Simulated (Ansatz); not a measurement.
# Bi2Se3 (Bi2Te3 type): zero-pressure volume and bulk modulus with LDA

One table from this session's results is given with a row withheld; the runs are named, their logs left out.

Computed with Ansatz 0.2.0 (DFT LDA, scalar-relativistic, plane waves, PAW, unless a step's input says otherwise).

2 further runs of the same task are left out: 1 that didn't finish, 1 set aside as unsound or not needed. Runs told in other sessions of the task aren't counted.

## The structure to begin with

Symmetry: R-3m, No. 166, trigonal system. Conventional cell: a = 4.150 Å, b = 4.150 Å, c = 28.545 Å, α = 90.00°, β = 90.00°, γ = 120.00°. Around Bi (site symmetry 3m) lie 6 Se at 2.87 to 3.07 Å. Around Se (site symmetry -3m) lie 6 Bi at 3.07 Å. Around Se (site symmetry 3m) lie 3 Bi at 2.87 Å.

As a file:

```cif
data_structure
_symmetry_space_group_name_H-M 'R-3m:H'
_symmetry_Int_Tables_number 166
_cell_length_a 4.1496
_cell_length_b 4.1496
_cell_length_c 28.5451
_cell_angle_alpha 90.000
_cell_angle_beta 90.000
_cell_angle_gamma 120.000
_cell_volume 425.67
loop_
_atom_site_label
_atom_site_type_symbol
_atom_site_symmetry_multiplicity
_atom_site_Wyckoff_symbol
_atom_site_fract_x
_atom_site_fract_y
_atom_site_fract_z
_atom_site_occupancy
Bi1 Bi 6 c 0.66667 0.33333 0.73408 1
Se1 Se 3 a 0.00000 0.00000 0.00000 1
Se2 Se 6 c 0.33333 0.66667 0.87743 1
```

An earlier run on this cell at PBE gave 2.05 GPa at 28.378 Å³/atom (6×6×6 mesh), mesh gap 0.18 eV.

Set-up of the first run:

input.yaml reads:

```yaml
crystal:
  lattice:
    - [2.0747946589, 1.1978832548, 9.5150466749]
    - [-2.0747946589, 1.1978832548, 9.5150466749]
    - [0.0, -2.3957665097, 9.5150466749]
  atoms:
    - { symbol: Bi, position: [0.4007448929, 0.4007448929, 0.4007448929] }
    - { symbol: Bi, position: [0.5992551071, 0.5992551071, 0.5992551071] }
    - { symbol: Se, position: [0.0, 0.0, 0.0] }
    - { symbol: Se, position: [0.2107583381, 0.2107583381, 0.2107583381] }
    - { symbol: Se, position: [0.7892416619, 0.7892416619, 0.7892416619] }
basis:
  ecutwfc: 420
  ecutrho_ratio: 4
kpoints:
  mp_grid: { grid: [6, 6, 6] }
hamiltonian:
  xc: lda
scf:
  occupations: { method: gaussian, width: 0.05 }
output:
  forces: true
  stress: true
  eigenvalues: true
relax:
  f_tol: 0.02
  max_steps: 40
  cell: { stress_tol: 0.2, fix: [volume] }
```

Run with:

```sh
$ ansatz run input.yaml --threads 4 --pin off --max-ram 8192MiB --backend cpu --events-out ev --progress --plain --runs-dir out
```

Steps of the session up to this table: At the given cell; Stepping to 28.070 Å³/atom; Stepping to 27.207 Å³/atom; Stepping to 27.102 Å³/atom; Volume × 0.98 of the new zero; Volume × 1.02 of the new zero; Volume × 0.96 of the new zero; Volume × 1.04 of the new zero.

One of the session's tables, all rows but one given; the rest of the session is left out.

It belongs to the step «Energy and pressure against volume». 

| volume (Å³/atom) | energy (meV/atom) | pressure (GPa) |
| --- | --- | --- |
| 26.018 | 6.91 | 2.19 |
| 26.560 | 1.60 | 1.00 |
| 27.102 | 0.00 | 0.00 |
| 27.644 | ? | ? |
| 28.186 | 5.10 | -1.38 |

**Question.** Estimate the row for volume (Å³/atom) = 27.644.

Worked estimate for «energy (meV/atom)». A straight line through the neighbours (27.102, 0.00) and (28.186, 5.10) gives 0.00 + (5.10 − 0.00) × (27.644 − 27.102) / (28.186 − 27.102) = 2.55; a parabola fitted to 3 rows on both sides gives 1.17.

**Answer.** energy (meV/atom): 1.43; pressure (GPa): -0.84. In «energy (meV/atom)» the line misses by +1.12 and the parabola by -0.26.
